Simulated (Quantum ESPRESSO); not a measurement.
The system is Ru.

```xyz
2
Lattice="2.7222 0.0000 0.0000 -1.3611 2.3575 0.0000 0.0000 0.0000 4.3077" Properties=species:S:1:pos:R:3 pbc="T T T"
Ru    0.0000    1.5717    1.0769
Ru    1.3611    0.7858    3.2308
```

The cell was built by a generator and needn't be a form met in nature.

Below is the output of Quantum ESPRESSO 7.5 for this cell. Logs are shortened: lines on timing, memory, paths and dates and some standing lists are left out, and cuts for length are marked.

```text
This program is part of the open-source Quantum ESPRESSO suite
     for quantum simulation of materials; please cite
[... 9 lines left out ...]
     --------------------
     sticks:   dense  smooth     PW     G-vecs:    dense   smooth      PW
     Sum         649     313    109                21493     7535    1387

     Using Slab Decomposition

     bravais-lattice index     =            0
     lattice parameter (alat)  =       5.1443  a.u.
     unit-cell volume          =     186.5621 (a.u.)^3
     number of atoms/cell      =            2
     number of atomic types    =            1
     number of electrons       =        32.00
     number of Kohn-Sham states=           24
     kinetic-energy cutoff     =      45.0000  Ry
     charge density cutoff     =     360.0000  Ry
     scf convergence threshold =      4.0E-10
     mixing beta               =       0.5000
     number of iterations used =            8  plain     mixing
     energy convergence thresh.=      1.0E-05
     force convergence thresh. =      4.0E-04
     press convergence thresh. =      3.0E-01
     Exchange-correlation= SLA  PW   PBE  PBE
                           (   1   4   3   4   0   0   0)
     nstep                     =           40

     celldm(1)=   5.144280  celldm(2)=   0.000000  celldm(3)=   0.000000
     celldm(4)=   0.000000  celldm(5)=   0.000000  celldm(6)=   0.000000

     crystal axes: (cart. coord. in units of alat)
               a(1) = (   1.000000   0.000000   0.000000 )
               a(2) = (  -0.500000   0.866025   0.000000 )
               a(3) = (   0.000000   0.000000   1.582409 )

     reciprocal axes: (cart. coord. in units 2 pi/alat)
               b(1) = (  1.000000  0.577350 -0.000000 )
               b(2) = (  0.000000  1.154701  0.000000 )
               b(3) = (  0.000000 -0.000000  0.631948 )

     PseudoPot. # 1 for Ru read from file:
     ru_pbe_v1.2.uspp.F.UPF
     Pseudo is Ultrasoft + core correction, Zval = 16.0
     Generated by new atomic code, or converted to UPF format
     Using radial grid of  967 points,  6 beta functions with:
                l(1) =   0
                l(2) =   0
                l(3) =   1
                l(4) =   1
                l(5) =   2
                l(6) =   2
[... 635 lines left out ...]
     scf convergence threshold =      4.0E-12
     mixing beta               =       0.5000
     number of iterations used =            8  plain     mixing
     press convergence thresh. =      3.0E-01
     Exchange-correlation= SLA  PW   PBE  PBE
                           (   1   4   3   4   0   0   0)

     celldm(1)=   5.144280  celldm(2)=   0.000000  celldm(3)=   0.000000
     celldm(4)=   0.000000  celldm(5)=   0.000000  celldm(6)=   0.000000

     crystal axes: (cart. coord. in units of alat)
               a(1) = (   0.999236  -0.000000   0.000000 )
               a(2) = (  -0.499618   0.865364  -0.000000 )
               a(3) = (   0.000000  -0.000000   1.575541 )

     reciprocal axes: (cart. coord. in units 2 pi/alat)
               b(1) = (  1.000765  0.577792 -0.000000 )
               b(2) = (  0.000000  1.155583  0.000000 )
               b(3) = ( -0.000000 -0.000000  0.634703 )

     PseudoPot. # 1 for Ru read from file:
     ru_pbe_v1.2.uspp.F.UPF
     Pseudo is Ultrasoft + core correction, Zval = 16.0
     Generated by new atomic code, or converted to UPF format
     Using radial grid of  967 points,  6 beta functions with:
                l(1) =   0
                l(2) =   0
                l(3) =   1
                l(4) =   1
                l(5) =   2
                l(6) =   2
     Q(r) pseudized with  8 coefficients,  rinner =    1.300   1.300   1.300
                                                       1.300   1.300

     atomic species   valence    mass     pseudopotential
     Ru               16.00   101.07000     Ru( 1.00)

     24 Sym. Ops., with inversion, found (12 have fractional translation)

   Cartesian axes

     site n.     atom                  positions (alat units)
         1        Ru     tau(   1) = (  -0.0000000   0.5769092   0.3938852  )
         2        Ru     tau(   2) = (   0.4996180   0.2884546   1.1816555  )

     number of k points=   222  Methfessel-Paxton smearing, width (Ry)=  0.0073

     Number of k-points >= 100: set verbosity='high' to print them.

     Dense  grid:    21397 G-vectors     FFT dimensions: (  32,  32,  50)

     Smooth grid:     7535 G-vectors     FFT dimensions: (  24,  24,  36)

     Check: negative core charge=   -0.000001

     Initial potential from superposition of free atoms

     starting charge      30.0000, renormalised to      32.0000

     negative rho (up, down):  1.526E-01 0.000E+00
     Starting wfcs are   26 randomized atomic wfcs

     Self-consistent Calculation

     iteration #  1     ecut=    45.00 Ry     beta= 0.50
     Davidson diagonalization with overlap
     c_bands:  1 eigenvalues not converged
     c_bands:  1 eigenvalues not converged
     c_bands:  1 eigenvalues not converged
     c_bands:  1 eigenvalues not converged
     c_bands:  1 eigenvalues not converged
     c_bands:  1 eigenvalues not converged
     c_bands:  1 eigenvalues not converged
     c_bands:  1 eigenvalues not converged
     c_bands:  1 eigenvalues not converged
     c_bands:  1 eigenvalues not converged
     c_bands:  1 eigenvalues not converged
     ethr =  1.00E-06,  avg # of iterations = 14.8
[... 123 lines left out ...]
     negative rho (up, down):  1.483E-01 0.000E+00
          total   stress  (Ry/bohr**3)                   (kbar)     P=       -0.00
   0.00000002   0.00000000   0.00000000            0.00        0.00        0.00
   0.00000000   0.00000002   0.00000000            0.00        0.00        0.00
   0.00000000   0.00000000  -0.00000009            0.00        0.00       -0.01

=------------------------------------------------------------------------------=
   JOB DONE.
=------------------------------------------------------------------------------=
```

Q: What input gives this log?

A: Relaxation of cell and atoms with PBE, no spin polarisation. The files as run (others can give the same):

pw.in
```
&CONTROL
  calculation = 'vc-relax'
  prefix = 'pwscf'
  outdir = './tmp'
  pseudo_dir = './pseudo'
  tprnfor = .true.
  tstress = .true.
  disk_io = 'low'
  nstep = 40
  forc_conv_thr = 0.0004
  etot_conv_thr = 1d-05
/
&SYSTEM
  ibrav = 0
  nat = 2
  ntyp = 1
  ecutwfc = 45
  ecutrho = 360
  nbnd = 24
  occupations = 'smearing'
  smearing = 'mp'
  degauss = 0.00734986
/
&ELECTRONS
  conv_thr = 4d-10
  electron_maxstep = 120
  mixing_beta = 0.5
/
&IONS
  ion_dynamics = 'bfgs'
/
&CELL
  cell_dynamics = 'bfgs'
  press = 0
  press_conv_thr = 0.3
/
ATOMIC_SPECIES
Ru   101.0700 ru_pbe_v1.2.uspp.F.UPF
CELL_PARAMETERS angstrom
   2.7222360000    0.0000000000    0.0000000000
  -1.3611180000    2.3575255311    0.0000000000
   0.0000000000    0.0000000000    4.3076920000
ATOMIC_POSITIONS crystal
Ru     0.3333333333    0.6666666667    0.2500000000
Ru     0.6666666667    0.3333333333    0.7500000000
K_POINTS automatic
18 18 11 0 0 0
```

Potentials or basis: GBRV 1.5 PBE.
The run is started by
```bash
$ OMP_NUM_THREADS=1 pw.x -in pw.in > pw.out
```
